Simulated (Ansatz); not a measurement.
**H4BrN: further runs on the relaxed cell**

One table from this session's results is given with a row withheld; the runs are named, their logs left out.

Program: Ansatz 0.2.0. Level of theory: DFT PBEsol, scalar-relativistic, plane waves, PAW. These are calculated values, not measurements.

**The structure to begin with**

It takes space group P-43m (No. 215, cubic). The conventional cell has a = 3.970 Å, b = 3.970 Å, c = 3.970 Å, α = 90.00°, β = 90.00°, γ = 90.00°. H (site symmetry 3m) has 1 N at 1.05 Å in its first shell of neighbours. Br (site symmetry -43m) has 4 H at 2.39 Å in its first shell of neighbours. N (site symmetry -43m) is surrounded by 4 H at 1.05 Å.

Structure file:

```xyz
6
Lattice="3.9703 0.0000 0.0000 0.0000 3.9703 0.0000 0.0000 0.0000 3.9703" Properties=species:S:1:pos:R:3 pbc="T T T"
H     0.6045    0.6045    0.6045
H     0.6045    3.3658    3.3658
H     3.3658    3.3658    0.6045
H     3.3658    0.6045    3.3658
Br    1.9852    1.9852    1.9852
N     0.0000    0.0000    0.0000
```

It is the result of an earlier relaxation at this level (volume 10.43 Å³/atom; gap on the mesh: 4.17 eV).

Set-up of the first run:

File input.yaml:

```yaml
crystal:
  lattice:
    - [3.930226429, 0.0, 0.0]
    - [0.0, 3.930226429, 0.0]
    - [0.0, 0.0, 3.930226429]
  atoms:
    - { symbol: H, position: [0.152258542, 0.152258542, 0.152258542] }
    - { symbol: H, position: [0.152258542, 0.847741458, 0.847741458] }
    - { symbol: H, position: [0.847741458, 0.847741458, 0.152258542] }
    - { symbol: H, position: [0.847741458, 0.152258542, 0.847741458] }
    - { symbol: Br, position: [0.5, 0.5, 0.5] }
    - { symbol: "N", position: [0.0, 0.0, 0.0] }
basis:
  ecutwfc: 420
kpoints:
  mp_grid: { grid: [6, 6, 6] }
hamiltonian:
  xc: pbesol
scf:
  occupations: { method: gaussian, width: 0.02 }
output:
  forces: true
  stress: true
  eigenvalues: true
  write_density: true
  write_potential: true
  elf: true
  volumetric_format: npy
relax:
  adjacent_minimum: "off"
  f_tol: 0.01
  max_steps: 30
```

The run is started by

```sh
> ansatz run input.yaml --threads 1 --pin off --max-ram 2560MiB --backend cpu --events-out ev --progress --plain --runs-dir out
```

Steps of the session up to this table: The cell scaled to 0.97 of its volume; Point at V/V0 = 1.03; The cell scaled to 0.94 of its volume; Volume × 1.06.

One table of the session follows, with a row left open; its other results are not shown here.

It belongs to the step «Equation of state». 

| volume (Å³/atom) | energy above the lowest point (meV/atom) | pressure (GPa) | gap on the mesh (eV) |
| --- | --- | --- | --- |
| 9.805 | 2.8 | 1.63 | 4.46 |
| 10.118 | ? | ? | ? |
| 10.431 | 0.0 | -0.04 | 4.17 |
| 10.744 | 0.7 | -0.67 | 4.04 |
| 11.057 | 2.5 | -1.18 | 3.93 |

**Question.** Estimate the row for volume (Å³/atom) = 10.118.

Worked estimate for «energy above the lowest point (meV/atom)». A straight line through the neighbours (9.805, 2.8) and (10.431, 0.0) gives 2.8 + (0.0 − 2.8) × (10.118 − 9.805) / (10.431 − 9.805) = 1.4; a parabola fitted to 3 rows on both sides gives 0.7.

The run gave: energy above the lowest point (meV/atom): 0.6; pressure (GPa): 0.72; gap on the mesh (eV): 4.31. In «energy above the lowest point (meV/atom)» the line misses by +0.8 and the parabola by +0.1.

Caveats from the session: Warnings in the runs' records: stress scf threshold loose.
